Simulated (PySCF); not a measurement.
**C₅H₆BN: electronic excitations and core binding energies**

What electronic excitations and core binding energies should C₅H₆BN (`BNCC#CC#C`) show?

The runs use PySCF 2.14.0, with density-fitted response routines of our own; the level of theory stands in each step. All values are computed, except where a source is named. Atoms count from 0, in the outputs and in this text.

## Step 1: The starting structure

13 atoms, charge 0, multiplicity 1; geometry from: GFN2-xTB.

Bonds of the start (Å): B0–N1 1.38, N1–C2 1.45, C2–C3 1.45, C3–C4 1.21, C4–C5 1.36, C5–C6 1.20, B0–H7 1.17, B0–H8 1.17, N1–H9 1.01, C2–H10 1.09, C2–H11 1.10, C6–H12 1.05.

## Step 2: Ultraviolet spectrum: PBE0/def2-SVPD

Job settings and geometry (Å):

```
{"job": {"kind": "uv", "xc": "PBE0", "basis": "def2-SVPD", "nstates": 8, "ntriplets": 3}, "charge": 0, "multiplicity": 1}
B     -2.777619     0.264112    -0.331170
N     -1.633361    -0.496517    -0.250957
C     -0.611530    -0.434811     0.778371
C      0.691906    -0.131359     0.219869
C      1.748533     0.101488    -0.315162
C      2.954897     0.370234    -0.880941
C      4.021102     0.604390    -1.389295
H     -3.502816     0.091092    -1.234206
H     -3.000089     1.052300     0.507288
H     -1.406676    -1.176399    -0.963512
H     -0.889720     0.342145     1.497174
H     -0.549160    -1.396299     1.312387
H      4.950145     0.810111    -1.828822
```

Method: TDDFT PBE0/def2-SVPD, vertical, gas phase, core orbitals frozen in the response.

Started as:

```
$ OMP_NUM_THREADS=1 python probes_run.py task.json out
```

This one command runs all jobs of the session in turn.

The log of the run:

```text
coarse grid: 11304 points
cycle   1  E = -273.0242137519  dE =  9.529e-01  |g| = 3.799e-01  |ddm| = 1.881e+01
cycle   2  E = -273.0304119398  dE = -6.198e-03  |g| = 3.544e-01  |ddm| = 4.761e+00
cycle   3  E = -273.0563884686  dE = -2.598e-02  |g| = 1.700e-01  |ddm| = 1.633e+00
cycle   4  E = -273.0635368744  dE = -7.148e-03  |g| = 4.026e-02  |ddm| = 3.776e-01
cycle   5  E = -273.0638869553  dE = -3.501e-04  |g| = 1.591e-02  |ddm| = 1.687e-01
cycle   6  E = -273.0639419608  dE = -5.501e-05  |g| = 3.841e-03  |ddm| = 5.669e-02
cycle   7  E = -273.0639448407  dE = -2.880e-06  |g| = 1.882e-03  |ddm| = 1.452e-02
final grid: 110472 points
cycle   8  E = -273.1044524122  dE = -2.812e-05  |g| = 6.769e-03  |ddm| = 3.644e-01
cycle   9  E = -273.1044317629  dE =  2.065e-05  |g| = 1.133e-02  |ddm| = 6.082e-02
cycle  10  E = -273.1044627034  dE = -3.094e-05  |g| = 2.324e-03  |ddm| = 2.185e-02
cycle  11  E = -273.1044641750  dE = -1.472e-06  |g| = 5.217e-04  |ddm| = 7.224e-03
cycle  12  E = -273.1044642379  dE = -6.285e-08  |g| = 9.338e-05  |ddm| = 1.483e-03
cycle  13  E = -273.1044642392  dE = -1.356e-09  |g| = 5.182e-05  |ddm| = 5.046e-04
cycle  14  E = -273.1044642398  dE = -5.782e-10  |g| = 2.316e-05  |ddm| = 1.886e-04
converged SCF energy = -273.1044642398

Static polarisability (au): isotropic 87.888, principal 56.483 62.160 145.022

Singlet excitations
state   eV       nm        f      main configurations
  1   4.6885    264.4   0.00020   H->L 0.83, H-1->L+1 0.09
  2   4.9602    250.0   0.00219   H-1->L 0.50, H->L+1 0.46
  3   5.0239    246.8   0.00037   H-1->L+1 0.85, H->L 0.10
  4   6.5453    189.4   0.17576   H-2->L 0.85
  5   6.7206    184.5   0.01039   H->L+2 0.89
  6   6.7868    182.7   0.10608   H-1->L+2 0.72, H-2->L+1 0.09
  7   6.8364    181.4   0.00969   H-2->L+1 0.75, H-1->L+2 0.10
  8   6.8987    179.7   0.00768   H->L+3 0.87

Triplet excitations (Tamm-Dancoff, eV): 3.7861 4.1748 4.2015
```

It took 81 s on 1 thread of Intel Xeon at 2.50GHz, shared host; peak memory 0.69 GiB.

The orbitals next to the gap, with their largest atomic shares:

| orbital | eV | atoms |
| --- | --- | --- |
| HOMO−3 | -9.25 | B0 40 %, H7 22 %, H8 21 % |
| HOMO−2 | -8.59 | N1 54 %, B0 14 %, C2 11 % |
| HOMO−1 | -7.53 | C6 25 %, C3 24 %, C4 20 % |
| HOMO | -7.43 | C6 24 %, C3 23 %, C4 20 % |
| LUMO | -0.91 | C6 23 %, C3 20 %, C5 18 % |
| LUMO+1 | -0.70 | C6 25 %, C3 21 %, C5 20 % |
| LUMO+2 | 0.12 | B0 46 %, N1 20 %, H8 12 % |

With each of the 8 states as a Gaussian band of 0.4 eV half-width at 1/e, the curve within the window shown has maxima at 186 nm (ε 11,000) L/(mol cm). Beyond the last state computed it falls off for lack of states. The curve at chosen wavelengths:

```tsv
nm	ε (L/mol/cm)
172	2432
177	6165
182	10063
188	11197
193	8675
198	5105
203	2352
209	699
214	209
219	58
224	26
230	37
235	60
240	84
245	102
251	108
256	100
261	84
266	64
272	43
277	28
282	18
287	11
293	6
298	3
303	2
```

Leading natural transition orbitals of singlet state 4: the hole lies on N1 58 %; B0 14 %; H9, H11 about 7 % each; the particle on C3, C6 about 21 % each; C4 18 %; C5 12 %.

Leading natural transition orbitals of singlet state 1: the hole lies on C3, C6 about 28 % each; C4 19 %; C5 15 %; the particle on C3, C6 about 24 % each; C4, C5 about 16 % each; H12 8 %.

Further results of this job:

| property | computed |
| --- | --- |
| dipole moment (D) | 1.46 |
| polarisability (Å³) | 13.02 |
| HOMO–LUMO gap (eV) | 6.52 |
| −ε(HOMO) (eV) | 7.43 |

Orbitals, density, ELF and potential are computed afterwards from the orbital file.

Frontier orbitals at PBE0/def2-SVPD, with the share of their density that lies nearest to each atom:

| orbital | energy (eV) | lies on |
| --- | --- | --- |
| HOMO | -7.43 | C3, C6 about 27 % each; C4 19 %; C5 14 % |
| LUMO | -0.91 | C3, C6 about 22 % each; C4, C5 about 15 % each; H12 9 % |

ELF in a plane through or near 8 of the atoms.

Ten even steps from '0' (0.00) to '9' (1.00):
```
0000000000000000000000000000
0000000000000000000000000000
0000000000000000000000000000
0000000000000000004860000000
0000000000000000019996000000
0000212431000001139999000000
0004875653001004439998000000
0008996775233006752995000000
0009991676666306882241000000
0007991736658615684110000000
0001566827315366765310000000
0000146767463381622100000000
0000024443686763510000000000
0000001201466546610000000000
0000000000244025300000000000
0000000000000001100000000000
0000000000000000000000000000
0000000000000000000000000000
0000000000000000000000000000
0000000000000000000000000000
```
The map spans 15.6 Å across and 8.6 Å up, centred on the molecule. Atoms in the plane (x, y in Å): B0 (2.7, 0.7), C2 (0.8, -0.9), C3 (-0.6, -0.6), C4 (-1.7, -0.2), C5 (-3.0, 0.1), C6 (-4.2, 0.5), H7 (3.2, 1.7), H12 (-5.2, 0.7).

On the surface of density 0.002 e/bohr³ the electrostatic potential runs, from the 1st to the 99th percentile, from -0.58 V near C5 to 1.77 V near H9.

## Step 3: Core holes by ΔSCF: SCAN, X2C

The job, as its differences from that of step 2:

```diff
@@ -1,2 +1,2 @@
-{"job": {"kind": "uv", "xc": "PBE0", "basis": "def2-SVPD", "nstates": 8, "ntriplets": 3}, "charge": 0, "multiplicity": 1}
+{"job": {"kind": "xps"}, "charge": 0, "multiplicity": 1}
 B     -2.777619     0.264112    -0.331170
```

With the program's defaults for keys left out, this is: delta-SCF UKS SCAN, pcX-2 on the ionised atom, pcseg-1 elsewhere, spin-free X2C.

The log of the run:

```text
ground state, core basis on atom 0 (B), 159 functions
  cycle   1  E = -273.48345639  |g| = 4.76e-01
  cycle   2  E = -273.47661756  |g| = 5.05e-01
  cycle   3  E = -273.53058532  |g| = 2.57e-01
  cycle   4  E = -273.54821118  |g| = 5.49e-02
  cycle   5  E = -273.54875456  |g| = 3.23e-02
  cycle   6  E = -273.54899227  |g| = 1.27e-02
  cycle   7  E = -273.54903324  |g| = 4.94e-03
  cycle   8  E = -273.54903916  |g| = 1.16e-03
  cycle   9  E = -273.54904052  |g| = 3.14e-04
  E(ground) = -273.56276743 Eh
hole in B 1s of atom 0
  cycle   1  E = -265.96217028  |g| = 1.16e+00
  cycle   2  E = -264.01606329  |g| = 1.84e+00
  cycle   3  E = -266.03800020  |g| = 6.90e-01
  cycle   4  E = -266.17429203  |g| = 5.86e-01
  cycle   5  E = -266.34333455  |g| = 2.16e-01
  cycle   6  E = -266.36479413  |g| = 1.28e-01
  cycle   7  E = -266.37387010  |g| = 3.55e-02
  cycle   8  E = -266.37464906  |g| = 2.23e-02
  cycle   9  E = -266.37499429  |g| = 1.60e-02
  cycle  10  E = -266.37534173  |g| = 8.39e-03
  cycle  11  E = -266.37551507  |g| = 5.82e-03
  cycle  12  E = -266.37559215  |g| = 2.72e-03
  cycle  13  E = -266.37560835  |g| = 2.09e-03
  cycle  14  E = -266.37561317  |g| = 1.22e-03
  cycle  15  E = -266.37561731  |g| = 6.63e-04
  cycle  16  E = -266.37561977  |g| = 5.36e-04
  cycle  17  E = -266.37562134  |g| = 4.49e-04
  E(ion) = -266.38938945 Eh   <S^2> = 0.9317   hole on atom = 1.000   binding energy = 195.198 eV
ground state, core basis on atom 1 (N), 159 functions
  cycle   1  E = -273.56779084  |g| = 7.22e-02
  cycle   2  E = -273.56772028  |g| = 1.87e-02
  cycle   3  E = -273.56705598  |g| = 5.03e-02
  cycle   4  E = -273.56781212  |g| = 5.36e-03
  cycle   5  E = -273.56781909  |g| = 1.31e-03
  cycle   6  E = -273.56781974  |g| = 5.21e-04
  cycle   7  E = -273.56781889  |g| = 1.38e-04
  E(ground) = -273.57901234 Eh
hole in N 1s of atom 1
  cycle   1  E = -257.95888792  |g| = 1.87e+00
  cycle   2  E = -253.67192685  |g| = 3.07e+00
  cycle   3  E = -257.74066675  |g| = 1.13e+00
  cycle   4  E = -257.93654756  |g| = 1.08e+00
  cycle   5  E = -258.60219076  |g| = 3.28e-01
  cycle   6  E = -258.60800151  |g| = 3.40e-01
  cycle   7  E = -258.66742193  |g| = 8.80e-02
  cycle   8  E = -258.67109051  |g| = 2.06e-02
  cycle   9  E = -258.67129398  |g| = 6.16e-03
  cycle  10  E = -258.67131454  |g| = 2.78e-03
  cycle  11  E = -258.67132095  |g| = 1.41e-03
  cycle  12  E = -258.67132400  |g| = 9.63e-04
  cycle  13  E = -258.67132773  |g| = 8.30e-04
  cycle  14  E = -258.67133279  |g| = 6.26e-04
  cycle  15  E = -258.67133678  |g| = 4.04e-04
  E(ion) = -258.68120598 Eh   <S^2> = 0.7687   hole on atom = 1.000   binding energy = 405.390 eV
ground state, core basis on atom 2 (C), 159 functions
  cycle   1  E = -273.55696123  |g| = 5.66e-02
  cycle   2  E = -273.55682287  |g| = 2.45e-02
  cycle   3  E = -273.55604013  |g| = 5.62e-02
  cycle   4  E = -273.55699034  |g| = 6.61e-03
  cycle   5  E = -273.55700125  |g| = 1.23e-03
  cycle   6  E = -273.55699940  |g| = 4.55e-04
  E(ground) = -273.56950090 Eh
hole in C 1s of atom 2
  cycle   1  E = -262.23645043  |g| = 1.51e+00
  cycle   2  E = -258.40651671  |g| = 2.95e+00
  cycle   3  E = -261.87690394  |g| = 1.16e+00
  cycle   4  E = -262.47089935  |g| = 7.42e-01
  cycle   5  E = -262.74570606  |g| = 3.16e-01
  cycle   6  E = -262.76022456  |g| = 2.73e-01
  cycle   7  E = -262.79976955  |g| = 6.42e-02
  cycle   8  E = -262.80154395  |g| = 2.40e-02
  cycle   9  E = -262.80183695  |g| = 5.85e-03
  cycle  10  E = -262.80187650  |g| = 3.84e-03
  cycle  11  E = -262.80190291  |g| = 2.67e-03
  cycle  12  E = -262.80192185  |g| = 2.15e-03
  cycle  13  E = -262.80194458  |g| = 1.67e-03
  cycle  14  E = -262.80196715  |g| = 1.41e-03
  cycle  15  E = -262.80199714  |g| = 1.07e-03
  cycle  16  E = -262.80201236  |g| = 7.12e-04
  cycle  17  E = -262.80201307  |g| = 5.68e-04
  cycle  18  E = -262.80201441  |g| = 6.21e-04
  cycle  19  E = -262.80201572  |g| = 2.21e-04
  E(ion) = -262.81371151 Eh   <S^2> = 0.7906   hole on atom = 1.000   binding energy = 292.680 eV
ground state, core basis on atom 3 (C), 159 functions
  cycle   1  E = -273.56027471  |g| = 6.06e-02
  cycle   2  E = -273.55976964  |g| = 5.07e-02
  cycle   3  E = -273.55947588  |g| = 5.97e-02
  cycle   4  E = -273.56038382  |g| = 1.23e-02
  cycle   5  E = -273.56041936  |g| = 5.08e-03
  cycle   6  E = -273.56042527  |g| = 4.93e-04
  E(ground) = -273.57432489 Eh
hole in C 1s of atom 3
  cycle   1  E = -262.28940723  |g| = 1.52e+00
  cycle   2  E = -259.60440706  |g| = 2.57e+00
  cycle   3  E = -262.30076953  |g| = 9.68e-01
  cycle   4  E = -262.66389287  |g| = 5.63e-01
  cycle   5  E = -262.78696109  |g| = 4.20e-01
  cycle   6  E = -262.87548120  |g| = 1.14e-01
  cycle   7  E = -262.88063632  |g| = 6.92e-02
  cycle   8  E = -262.88319260  |g| = 1.29e-02
  cycle   9  E = -262.88352994  |g| = 1.05e-02
  cycle  10  E = -262.88384104  |g| = 8.81e-03
  cycle  11  E = -262.88414156  |g| = 6.59e-03
  cycle  12  E = -262.88432578  |g| = 3.57e-03
  cycle  13  E = -262.88436890  |g| = 1.71e-03
  cycle  14  E = -262.88437991  |g| = 8.17e-04
  cycle  15  E = -262.88438096  |g| = 3.02e-04
  E(ion) = -262.89658662 Eh   <S^2> = 0.9252   hole on atom = 1.000   binding energy = 290.556 eV
ground state, core basis on atom 4 (C), 159 functions
  cycle   1  E = -273.56130414  |g| = 6.31e-02
  cycle   2  E = -273.55968750  |g| = 8.06e-02
  cycle   3  E = -273.56048289  |g| = 5.90e-02
  cycle   4  E = -273.56149129  |g| = 1.20e-02
  cycle   5  E = -273.56152714  |g| = 4.42e-03
  cycle   6  E = -273.56153401  |g| = 5.18e-04
  cycle   7  E = -273.56153277  |g| = 2.25e-04
  E(ground) = -273.57549157 Eh
hole in C 1s of atom 4
  cycle   1  E = -262.28879096  |g| = 1.52e+00
  cycle   2  E = -258.10799820  |g| = 2.78e+00
  cycle   3  E = -262.36538963  |g| = 8.93e-01
  cycle   4  E = -262.28285065  |g| = 9.41e-01
  cycle   5  E = -262.76962571  |g| = 3.84e-01
  cycle   6  E = -262.86130984  |g| = 1.15e-01
  cycle   7  E = -262.86591740  |g| = 5.81e-02
  cycle   8  E = -262.86799610  |g| = 1.29e-02
  cycle   9  E = -262.86833262  |g| = 1.11e-02
  cycle  10  E = -262.86854148  |g| = 1.02e-02
  cycle  11  E = -262.86895853  |g| = 6.49e-03
  cycle  12  E = -262.86916091  |g| = 4.79e-03
  cycle  13  E = -262.86923121  |g| = 3.09e-03
  cycle  14  E = -262.86928351  |g| = 1.84e-03
  cycle  15  E = -262.86929144  |g| = 9.08e-04
  cycle  16  E = -262.86929362  |g| = 5.60e-04
  cycle  17  E = -262.86929431  |g| = 5.01e-04
  cycle  18  E = -262.86929444  |g| = 1.69e-04
  E(ion) = -262.88170286 Eh   <S^2> = 0.9070   hole on atom = 1.000   binding energy = 290.993 eV
ground state, core basis on atom 5 (C), 159 functions
  cycle   1  E = -273.56121571  |g| = 6.06e-02
  cycle   2  E = -273.56024403  |g| = 6.29e-02
  cycle   3  E = -273.56013202  |g| = 6.36e-02
  cycle   4  E = -273.56133746  |g| = 1.21e-02
  cycle   5  E = -273.56137953  |g| = 2.97e-03
  cycle   6  E = -273.56138068  |g| = 6.40e-04
  cycle   7  E = -273.56138055  |g| = 2.06e-04
  E(ground) = -273.57536100 Eh
hole in C 1s of atom 5
  cycle   1  E = -262.28658680  |g| = 1.51e+00
  cycle   2  E = -255.92119007  |g| = 2.81e+00
  cycle   3  E = -258.82268083  |g| = 1.88e+00
  cycle   4  E = -262.77736121  |g| = 3.43e-01
  cycle   5  E = -262.42166536  |g| = 8.58e-01
  cycle   6  E = -262.84435105  |g| = 1.52e-01
  cycle   7  E = -262.85253839  |g| = 8.04e-02
  cycle   8  E = -262.85618761  |g| = 3.18e-02
  cycle   9  E = -262.85694850  |g| = 1.36e-02
  cycle  10  E = -262.85743633  |g| = 1.09e-02
  cycle  11  E = -262.85789299  |g| = 9.08e-03
  cycle  12  E = -262.85830656  |g| = 5.84e-03
  cycle  13  E = -262.85842757  |g| = 3.48e-03
  cycle  14  E = -262.85846756  |g| = 2.29e-03
  cycle  15  E = -262.85847943  |g| = 8.82e-04
  cycle  16  E = -262.85848175  |g| = 4.91e-04
  E(ion) = -262.87097508 Eh   <S^2> = 0.9372   hole on atom = 1.000   binding energy = 291.281 eV
ground state, core basis on atom 6 (C), 159 functions
  cycle   1  E = -273.55956324  |g| = 6.32e-02
  cycle   2  E = -273.55788135  |g| = 8.42e-02
  cycle   3  E = -273.55897182  |g| = 5.33e-02
  cycle   4  E = -273.55973887  |g| = 1.45e-02
  cycle   5  E = -273.55980025  |g| = 4.60e-03
  cycle   6  E = -273.55980581  |g| = 5.70e-04
  cycle   7  E = -273.55980619  |g| = 9.64e-05
  E(ground) = -273.57355522 Eh
hole in C 1s of atom 6
  cycle   1  E = -262.29808887  |g| = 1.51e+00
  cycle   2  E = -257.79572389  |g| = 2.66e+00
  cycle   3  E = -262.01634429  |g| = 1.14e+00
  cycle   4  E = -262.63151923  |g| = 7.28e-01
  cycle   5  E = -262.84517004  |g| = 3.03e-01
  cycle   6  E = -262.86583700  |g| = 2.11e-01
  cycle   7  E = -262.89104123  |g| = 4.35e-02
  cycle   8  E = -262.89215779  |g| = 2.12e-02
  cycle   9  E = -262.89250647  |g| = 1.04e-02
  cycle  10  E = -262.89268286  |g| = 6.92e-03
  cycle  11  E = -262.89285307  |g| = 5.69e-03
  cycle  12  E = -262.89293804  |g| = 2.66e-03
  cycle  13  E = -262.89296434  |g| = 1.43e-03
  cycle  14  E = -262.89297148  |g| = 7.26e-04
  cycle  15  E = -262.89297431  |g| = 3.95e-04
  E(ion) = -262.90560218 Eh   <S^2> = 0.8697   hole on atom = 1.000   binding energy = 290.290 eV
```

Run time: 4.4 min. Hardware: 1 thread of Intel Xeon at 2.50GHz, shared host; peak memory 0.48 GiB.

Binding energies by hole, beside the orbital energy of the ground state; the difference holds orbital relaxation and, for a density functional, its self-interaction error:

| hole | stands for | environment | ΔSCF (eV) | −ε (eV) | ⟨S²⟩ |
| --- | --- | --- | --- | --- | --- |
| B1s on B0 | B0 | boron bonded to N, 2 H | 195.20 (doubtful) | 179.5 | 0.932 |
| N1s on N1 | N1 | nitrogen bonded to C, B, H | 405.39 | 386.6 | 0.769 |
| C1s on C2 | C2 | propargylic sp3 CH2 bonded to N | 292.68 | 275.7 | 0.791 |
| C1s on C3 | C3 | alkyne carbon | 290.56 (doubtful) | 274.3 | 0.925 |
| C1s on C4 | C4 | alkyne carbon | 290.99 (doubtful) | 274.4 | 0.907 |
| C1s on C5 | C5 | alkyne carbon | 291.28 (doubtful) | 274.4 | 0.937 |
| C1s on C6 | C6 | terminal alkyne carbon | 290.29 (doubtful) | 274.1 | 0.870 |

Doubtful: the ion did not converge, its hole moved, or its ⟨S²⟩ is well above 0.75.

## Step 4: Outcome

```
                                                    quantity                        value
                             lowest singlet (PBE0/def2-SVPD)  4.69 eV (264 nm), f = 0.000
                    brightest single state of those computed  state 4, 6.55 eV, f = 0.176
                                              lowest triplet                      3.79 eV
                       surface potential, 1st and 99th percentile           -0.58 V and 1.77 V
                            N1s binding energies, SCAN/pcX-2                 N1 405.39 eV
C1s binding energies, SCAN/pcX-2 (standing for 1 of 5 atoms)                 C2 292.68 eV
```

The first singlet state (HOMO→LUMO 0.83, HOMO−1→LUMO+1 0.09) lies at 4.69 eV and is dark; of the 8 states computed, the strongest absorption comes from state 4 at 6.55 eV. The lowest triplet lies 0.90 eV below the lowest singlet (triplets in Tamm-Dancoff, singlets in full TDDFT). By nearest atom (PBE0/def2-SVPD), the HOMO sits on C3, C6 about 27 % each; C4 19 % and the LUMO on C3, C6 about 22 % each; C4, C5 about 15 % each.
